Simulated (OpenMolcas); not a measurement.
**Ir⁴⁺ among point charges: CASSCF and CASPT2 levels and susceptibility**

How does a field of 4 point charges split the states of Ir⁴⁺, and what χT follows?

Method: state-averaged CASSCF and CASPT2, spin-orbit coupling by RASSI with atomic mean-field integrals. Code: OpenMolcas 26.06.

**1. What is computed**

```
Species                           : Ir⁴⁺ (iridium, Z = 77, 73 electrons)
Basis                             : ANO-RCC-VDZP [7s6p4d2f], 59 functions
Scalar Hamiltonian                : DKH2, point nucleus
Inactive shells                   : 1s 2s 2p 3s 3p 3d 4s 4p 4d 4f 5s 5p
Active space                      : 5 electrons in 5 orbitals (5d)
Some configurations of this space : 5d⁵
Orbitals                          : optimised for each spin and parity, averaged over all roots
```

Outer shells as boxes (Hund's rule):

5d5
```
5d [↑ ][↑ ][↑ ][↑ ][↑ ]
```

The ion sits among 4 point charges of -2 e arranged as a tetrahedron (Td), 2.47 Å from the ion.

Each step is its own input file, run in one work folder so that later steps find the files of earlier ones. Labels, J, g values, rates, χT and fits are worked out afterwards by a script from the matrices that RASSI stores.

**2. One- and two-electron integrals**

Contents of a.inp:

```
&GATEWAY
Coord
1

Ir 0.0 0.0 0.0
Basis=ANO-RCC-VDZP
Group=NoSym
NoMove
AngMom=0.0 0.0 0.0
AMFI
XField
4 Angstrom 0
1.426055 1.426055 1.426055 -2.000000
1.426055 -1.426055 -1.426055 -2.000000
-1.426055 1.426055 -1.426055 -2.000000
-1.426055 -1.426055 1.426055 -2.000000
&SEWARD
```

On the command line:

```console
$ OMP_NUM_THREADS=1 MOLCAS_MEM=1689 MOLCAS_PROJECT=a pymolcas a.inp > a.log
```

**3. CASSCF: sextets, 1 root**

Contents of a.inp:

```
&RASSCF
FileOrb=start.orb
Symmetry=1
Spin=6
nActEl=5 0 0
Inactive=34
Ras2=5
CIRoot=1 1 1
SDav=1
CIMx=300
Iter=120 100
PrWF=0.3
OrbListing=Nothing
MaxOrb=0
>>> COPY $Project.JobIph JOB001
```

start.orb holds the contracted functions of the basis, ordered by shell, or the orbitals of the step before.

**4. CASSCF: quartets, 24 roots**

Contents of a.inp:

```
&RASSCF
FileOrb=start.orb
Symmetry=1
Spin=4
nActEl=5 0 0
Inactive=34
Ras2=5
CIRoot=24 24 1
SDav=24
CIMx=300
Iter=120 100
PrWF=0.3
OrbListing=Nothing
MaxOrb=0
>>> COPY $Project.JobIph JOB002
```

**5. Reference wave functions, doublets, 75 roots**

Contents of a.inp:

```
&RASSCF
FileOrb=start.orb
Symmetry=1
Spin=2
nActEl=5 0 0
Inactive=34
Ras2=5
CIRoot=75 75 1
SDav=75
CIMx=300
Iter=120 100
PrWF=0.3
OrbListing=Nothing
MaxOrb=0
>>> COPY $Project.JobIph JOB003
```

**6. RASSI: spin-orbit coupling between the states**

Contents of a.inp:

```
&RASSI
NrOfJobIphs=3 1 24 75
1
1 2 3 4 5 6 7 8 9 10 11 12 13 14 15 16 17 18 19 20 21 22 23 24
1 2 3 4 5 6 7 8 9 10 11 12 13 14 15 16 17 18 19 20 21 22 23 24 25 26 27
28 29 30 31 32 33 34 35 36 37 38 39 40 41 42 43 44 45 46 47 48 49 50 51
52 53 54 55 56 57 58 59 60 61 62 63 64 65 66 67 68 69 70 71 72 73 74 75
IphNames
JOB001
JOB002
JOB003
EJob
SpinOrbit
DIPRint=1.0
SOCoupling=1000.0
Subsets=2
Property=9
'ANGMOM' 1 'ANGMOM' 2 'ANGMOM' 3 'MLTPL  1' 1 'MLTPL  1' 2 'MLTPL  1' 3
'AMFI' 1 'AMFI' 2 'AMFI' 3
SOProperty=3
'ANGMOM' 1 'ANGMOM' 2 'ANGMOM' 3
```

**7. CASPT2: IPEA 0.25, imaginary shift 0.1 (closed shells correlated: 4f 5s 5p)**

Contents of a.inp:

```
>>> COPY JOB001 $Project.JobIph
&CASPT2
Multistate=1 1
Frozen=23
IPEA=0.25
Imaginary=0.1
MaxIter=60
WThr=0.0 0.3 0.05
PrWF=0.5
NoMix
>>> COPY JOB002 $Project.JobIph
&CASPT2
Multistate=24 1 2 3 4 5 6 7 8 9 10 11 12 13 14 15 16 17 18 19 20 21 22
23 24
NoMult
Frozen=23
IPEA=0.25
Imaginary=0.1
MaxIter=60
WThr=0.0 0.3 0.05
PrWF=0.5
NoMix
>>> COPY JOB003 $Project.JobIph
&CASPT2
Multistate=75 1 2 3 4 5 6 7 8 9 10 11 12 13 14 15 16 17 18 19 20 21 22
23 24 25 26 27 28 29 30 31 32 33 34 35 36 37 38 39 40 41 42 43 44 45 46
47 48 49 50 51 52 53 54 55 56 57 58 59 60 61 62 63 64 65 66 67 68 69 70
71 72 73 74 75
NoMult
Frozen=23
IPEA=0.25
Imaginary=0.1
MaxIter=60
WThr=0.0 0.3 0.05
PrWF=0.5
NoMix
```

(Steps that only read results are left out.)

Before running it: what results should come out? Wanted: spin-free ground state; lowest level; next level.

The runs gave:

| quantity | value |
| --- | --- |
| method | SS-CASPT2, IPEA 0.25, imaginary shift 0.1 (closed shells correlated: 4f 5s 5p) |
| spin-free ground state | 6A1, 1-fold in its orbital part |
| lowest level | 4-fold Γ8 |
| next level | 20.9 cm⁻¹ |
| χT at 300 K | 4.08 cm³ K/mol |
| effective moment at 300 K | 5.71 μB |

Cost by method:

```
                                                 method  time of its own steps  time with the reference
                                              A. CASSCF                   27 s                     27 s
B. SS-CASPT2, IPEA 0.25, imaginary shift 0.1, +4f 5s 5p                   20 s                     47 s
```

Times are of one thread on a shared host.

The spin-free ground state (6A1) comes to 100 % from free-ion S terms and keeps the highest spin of the shell. χT at 300 K is 4.08, against 4.39 cm³ K/mol for the spin alone, as a half-filled shell (L = 0) has no orbital moment. An active space of the d shell alone favours high spin; real ions in strong fields can be low spin. A ligand-field fit to the states below 45000 cm-1 gives 10Dq = -953 cm-1, B = 802 cm-1 and C = 3457 cm-1 (C/B = 4.31), with a deviation of 767 cm-1. CASPT2 does not keep the components of a term degenerate, and the means are used. The field of point charges can differ much from that of real complexes. Point charges carry no covalency, so the field is a model and not that of real ligands.
